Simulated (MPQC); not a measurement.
**[GeH3]− (SMILES [H][Ge-]([H])[H]) at MP2/pc-1**

Aim: the energy difference between two shapes of [GeH3]− at MP2/pc-1, from 2 runs. 

The calculation is run with MPQC 2.3.1.

4 further runs of the same task are left out: 4 set aside as unsound or not needed.

### Step 1. The molecule

The species is [GeH3]− (4 atoms), meant as a singlet with charge -1. As SMILES, `[H][Ge-]([H])[H]`. The shape comes from GFN2-xTB, which is rough for such elements, and wasn't checked as a minimum.

Bond lengths: Ge1–H2 1.752 Å, Ge1–H3 1.754 Å, Ge1–H4 1.756 Å. Angles: H2–Ge1–H3 89.1°, H2–Ge1–H4 89.3°, H3–Ge1–H4 89.6°.

### Step 2. Energy and gradient at MP2/pc-1

The input, mol.in:

```
molecule<Molecule>: (
   symmetry = c1
   unit = angstrom
   { atoms geometry } = {
      Ge [ -0.007520     0.005800     0.768010 ]
      H  [ 1.421950    -0.031460    -0.244430 ]
      H  [ -0.677460     1.249470    -0.271720 ]
      H  [ -0.736970    -1.223820    -0.251850 ]
   }
)
basis<GaussianBasisSet>: (
   name = "pc-1"
   molecule = $:molecule
   basisdir = "."
   puream = yes
)
mpqc: (
   checkpoint = no
   savestate = no
   restart = no
   do_energy = yes
   do_gradient = yes
   optimize = no
   mole<MBPT2>: (
      molecule = $:molecule
      basis = $:basis
      memory = 1000000000
      method = mp
      nfzc = 9
      reference<CLHF>: (
         molecule = $:molecule
         basis = $:basis
         total_charge = -1
         memory = 1000000000
         print_evals = yes
         maxiter = 100
         guess_wavefunction<ExtendedHuckelWfn>: (
            molecule = $:molecule
            total_charge = -1
            multiplicity = 1
            basis<GaussianBasisSet>: (
               name = "STO-3G"
               molecule = $:molecule
            )
         )
      )
   )
)
```

The basis set pc-1 is read from a file made from the Basis Set Exchange's data (not shown).

Command:

```sh
$ mpqc mol.in > mol.out
```

Standard output:

```text
MPQC: Massively Parallel Quantum Chemistry
[...]
  CLSCF::init: total charge = -1
[...]
  nbasis = 42
[...]
  iter     1 energy = -1905.6310252241 delta = 2.67718e-01
[...]
  LUMO is    19   A =   0.338870
  total scf energy = -2076.9534941408
[...]
  MP2 correlation energy [au]:         -0.123775089993
  MP2 energy [au]:                   -2077.077269230790
[...]
Value of the MolecularEnergy: -2077.0772692308
  Gradient of the MolecularEnergy:
      1   -0.0004846796
      2    0.0003999821
      3    0.0494017797
      4    0.0188585941
      5   -0.0003782806
      6   -0.0163168111
      7   -0.0086603296
      8    0.0167310612
      9   -0.0166649405
     10   -0.0097135849
     11   -0.0167527627
     12   -0.0164200281
[...]
        symmetry = c1
[...]
```

Run time: 25 s. Hardware: 1 thread of Intel Xeon at 2.50GHz (Skylake/Cascade Lake), shared host; peak memory 0.29 GiB.

### Step 3. The distorted shape, same level

Changes to mol.in since step 2:

```diff
@@ -1 +1,2 @@
+% emacs should use -*- KeyVal -*- mode
 molecule<Molecule>: (
@@ -4,6 +5,6 @@
    { atoms geometry } = {
-      Ge [ -0.007520     0.005800     0.768010 ]
-      H  [ 1.421950    -0.031460    -0.244430 ]
-      H  [ -0.677460     1.249470    -0.271720 ]
-      H  [ -0.736970    -1.223820    -0.251850 ]
+      Ge [ 0.029234       0.016842       0.782263 ]
+      H  [ 1.430166      -0.032540      -0.255775 ]
+      H  [ -0.684546       1.237111      -0.264867 ]
+      H  [ -0.743240      -1.225624      -0.228706 ]
    }
```

The basis set pc-1 is read from a file made from the Basis Set Exchange's data (not shown).

Command:

```sh
$ mpqc mol.in > mol.out
```

Standard output:

```text
MPQC: Massively Parallel Quantum Chemistry
[...]
  CLSCF::init: total charge = -1
[...]
  nbasis = 42
[...]
  iter     1 energy = -1906.0414635128 delta = 2.67426e-01
[...]
  LUMO is    19   A =   0.336015
  total scf energy = -2076.9523901603
[...]
  MP2 correlation energy [au]:         -0.123782794438
  MP2 energy [au]:                   -2077.076172954732
[...]
Value of the MolecularEnergy: -2077.0761729547
  Gradient of the MolecularEnergy:
      1    0.0039755866
      2    0.0023080216
      3    0.0512003162
      4    0.0179956377
      5   -0.0006865654
      6   -0.0159327156
      7   -0.0102232917
      8    0.0160472921
      9   -0.0173928294
     10   -0.0117479326
     11   -0.0176687482
     12   -0.0178747712
[...]
        symmetry = c1
[...]
```

It took 26 s on 1 thread of Intel Xeon at 2.50GHz (Skylake/Cascade Lake), shared host; peak memory 0.29 GiB.

### Step 4. Summary of results

Level: MP2/pc-1, 9 core orbitals frozen.

```
                                                              quantity           value
                                             first shape: total energy  -2077.07727 Eh
                      first shape: HOMO energy (Hartree–Fock orbitals)        -2.47 eV
                      first shape: LUMO energy (Hartree–Fock orbitals)         9.22 eV
    first shape: HOMO–LUMO gap (to an unbound level, set by the basis)        11.69 eV
              first shape: correlation energy (9 core orbitals frozen)      -123.8 mEh
                                 first shape: largest force on an atom      2.541 eV/Å
                                         distorted shape: total energy  -2077.07617 Eh
                  distorted shape: HOMO energy (Hartree–Fock orbitals)        -2.50 eV
                  distorted shape: LUMO energy (Hartree–Fock orbitals)         9.14 eV
distorted shape: HOMO–LUMO gap (to an unbound level, set by the basis)        11.65 eV
          distorted shape: correlation energy (9 core orbitals frozen)      -123.8 mEh
                             distorted shape: largest force on an atom      2.643 eV/Å
                                energy change with the atoms displaced        0.030 eV
```

**Reading.** With the atoms displaced the energy rises by 0.03 eV (2.9 kJ/mol). The first shape isn't relaxed at this level, so the change isn't measured from a minimum. The largest force (first shape) is 2.54 eV/Å: the shape isn't a stationary point for this species at this level.
